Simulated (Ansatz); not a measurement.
# Cl2H12N2Si5: a ladder of functionals and wavefunction methods

How much do the methods differ for Cl2H12N2Si5? The plan is to run it at one geometry with functionals of several rungs and with coupled cluster. The yardstick is the atomisation energy at the CCSD(T) limit.

Computed with Ansatz 0.2.0, Gaussian basis. Level: functionals in def2-TZVPP, the program's frozen cores in correlated methods.

The runs, in order: LDA (SPW92), PBE-D4, revPBE-D4, BLYP-D4, r2SCAN-D4, B97M-V, PBE0-D4, B3LYP-D4, r2SCANh-D4, r2SCAN0-D4, HSE06-D4, BHLYP-D4, CAM-B3LYP-D4, LC-ωPBE, ωB97X-V, ωB97M-V, B2PLYP, PBE-QIDH; CCSD(T)/def2-SVP; CCSD(T)/def2-TZVPP; MP2/def2-QZVPP; extrapolation to the limit; RPA on PBE.

**1. The geometry**

An earlier PBE0-D4 in a triple-zeta def2 set relaxation fixed the geometry.

SMILES `[SiH3]N([SiH3])[Si](Cl)(Cl)N([SiH3])[SiH3]`, 21 atoms, charge 0, spin multiplicity 1.

Atoms are counted from 1 here; the program's logs count them from 0.

Bond lengths: Si1–N2 1.749 Å, Si1–H10 1.486 Å, Si1–H11 1.484 Å, Si1–H12 1.484 Å, N2–Si3 1.748 Å, N2–Si4 1.702 Å, Si3–H13 1.483 Å, Si3–H14 1.488 Å, Si3–H15 1.483 Å, Si4–Cl5 2.050 Å, Si4–Cl6 2.050 Å, Si4–N7 1.702 Å, N7–Si8 1.749 Å, N7–Si9 1.748 Å, Si8–H16 1.484 Å, Si8–H17 1.484 Å, Si8–H18 1.486 Å, Si9–H19 1.488 Å and more. Angles: N2–Si1–H10 110.3°, N2–Si1–H11 107.9°, N2–Si1–H12 110.5°, H10–Si1–H11 109.5°, H10–Si1–H12 108.9°, H11–Si1–H12 109.7°, Si1–N2–Si3 117.2°, Si1–N2–Si4 119.1°, Si3–N2–Si4 123.6°, N2–Si3–H13 111.6°, N2–Si3–H14 105.1°, N2–Si3–H15 111.8°, H13–Si3–H14 109.1°, H13–Si3–H15 109.8°, H14–Si3–H15 109.3°, N2–Si4–Cl5 106.8°, N2–Si4–Cl6 111.2°, N2–Si4–N7 113.4° and more.

Geometry (Å):

```xyz
21
Cl2H12N2Si5
Si   -2.0192   -0.9952   -0.4343
N    -1.2681    0.1185    0.6861
Si   -1.8655    0.1250    2.3288
Si   -0.0376    1.1526    0.1269
Cl    0.6235    2.2201    1.7479
Cl   -0.7658    2.5040   -1.2324
N     1.2442    0.3307   -0.6331
Si    2.0609   -0.9544    0.2277
Si    1.8306    0.7206   -2.2329
H    -1.7715   -2.3976   -0.0110
H    -1.4215   -0.7689   -1.7735
H    -3.4838   -0.7627   -0.4933
H    -0.8070   -0.2534    3.2956
H    -2.9391   -0.9052    2.3549
H    -2.4393    1.4403    2.7013
H     1.4606   -1.0515    1.5813
H     3.5114   -0.6616    0.3424
H     1.8860   -2.2455   -0.4863
H     2.9584   -0.2203   -2.4723
H     0.7886    0.5007   -3.2645
H     2.3298    2.1143   -2.3122
```

**2. LDA**

This LDA is Slater exchange with PW92 correlation.

in.yaml reads:

```yaml
crystal:
  periodic: [false, false, false]
  atoms:
    - {symbol: Si, position_ang: [-2.019176, -0.995173, -0.434271]}
    - {symbol: N, position_ang: [-1.268124, 0.118489, 0.686103]}
    - {symbol: Si, position_ang: [-1.865453, 0.124970, 2.328785]}
    - {symbol: Si, position_ang: [-0.037637, 1.152620, 0.126890]}
    - {symbol: Cl, position_ang: [0.623475, 2.220077, 1.747862]}
    - {symbol: Cl, position_ang: [-0.765776, 2.504003, -1.232388]}
    - {symbol: N, position_ang: [1.244213, 0.330735, -0.633098]}
    - {symbol: Si, position_ang: [2.060928, -0.954403, 0.227690]}
    - {symbol: Si, position_ang: [1.830579, 0.720611, -2.232907]}
    - {symbol: H, position_ang: [-1.771513, -2.397564, -0.011015]}
    - {symbol: H, position_ang: [-1.421482, -0.768880, -1.773519]}
    - {symbol: H, position_ang: [-3.483798, -0.762734, -0.493268]}
    - {symbol: H, position_ang: [-0.807048, -0.253435, 3.295634]}
    - {symbol: H, position_ang: [-2.939051, -0.905185, 2.354852]}
    - {symbol: H, position_ang: [-2.439264, 1.440288, 2.701258]}
    - {symbol: H, position_ang: [1.460598, -1.051456, 1.581287]}
    - {symbol: H, position_ang: [3.511361, -0.661641, 0.342431]}
    - {symbol: H, position_ang: [1.885955, -2.245468, -0.486294]}
    - {symbol: H, position_ang: [2.958369, -0.220280, -2.472317]}
    - {symbol: H, position_ang: [0.788601, 0.500682, -3.264471]}
    - {symbol: H, position_ang: [2.329843, 2.114347, -2.312241]}
basis:
  gaussian: {orbitals: def2-TZVPP}
hamiltonian: {xc: lda}
output: {orbitals: {seedname: orbitals}}
```

Further steps of the session: PBE-D4 (GGA); revPBE-D4 (GGA); BLYP-D4 (GGA); r2SCAN-D4 (meta-GGA); B97M-V (meta-GGA); PBE0-D4 (hybrid); B3LYP-D4 (hybrid); r2SCANh-D4 (hybrid); r2SCAN0-D4 (hybrid); HSE06-D4 (hybrid); BHLYP-D4 (hybrid); CAM-B3LYP-D4 (range-separated); LC-ωPBE (range-separated); ωB97X-V (range-separated); ωB97M-V (range-separated); B2PLYP (double hybrid); PBE-QIDH (double hybrid); CCSD(T) in def2-SVP; CCSD(T) in def2-TZVPP; MP2 in def2-QZVPP; RPA on PBE orbitals.

Q: Predict the results of all the runs planned. Wanted: atomisation energy, CCSD(T)/CBS; farthest beyond LDA; mean size of error, GGA; mean size of error, meta-GGA; mean size of error, hybrid; mean size of error, range-separated; mean size of error, double hybrid; gap, smallest and largest; T1 diagnostic.

As calculated:

```
                               quantity                                      value
        atomisation energy, CCSD(T)/CBS                                  71.781 eV
    functionals within 0.359 eV (0.5 %)    B97M-V, B3LYP-D4, CAM-B3LYP-D4, ωB97M-V
                    farthest beyond LDA                      revPBE-D4 (-1.757 eV)
                mean size of error, GGA                                   1.133 eV
           mean size of error, meta-GGA                                   0.270 eV
             mean size of error, hybrid                                   0.839 eV
    mean size of error, range-separated                                   0.539 eV
      mean size of error, double hybrid                                   1.317 eV
              gap, smallest and largest  5.20 eV (LDA (SPW92)), 12.41 eV (LC-ωPBE)
                          T1 diagnostic                                     0.0113
triples share of the correlation energy                                      3.9 %
```

**Reading.** The LDA atomisation energy is off by 7.689 eV (11 %): it overbinds. PBE-D4 misses by -0.675 eV. Double hybrids carry the basis error of their MP2 part in triple zeta, and no dispersion term here, so their miss is partly the set-up's. Taken by rung, meta-GGA functionals do best (0.270 eV on average) and double hybrid ones worst beyond LDA (1.317 eV). The reference freezes the cores and leaves out relativity and excitations past (T), so misses under about 0.359 eV can't be ranked. Hartree-Fock recovers 74 % of the binding; the rest is correlation. CCSD(T) in def2-SVP is off by -5.955 eV, which most functionals beat. The gap grows from 5.2 to 12.4 eV across the functionals, mostly with the share of exact exchange.
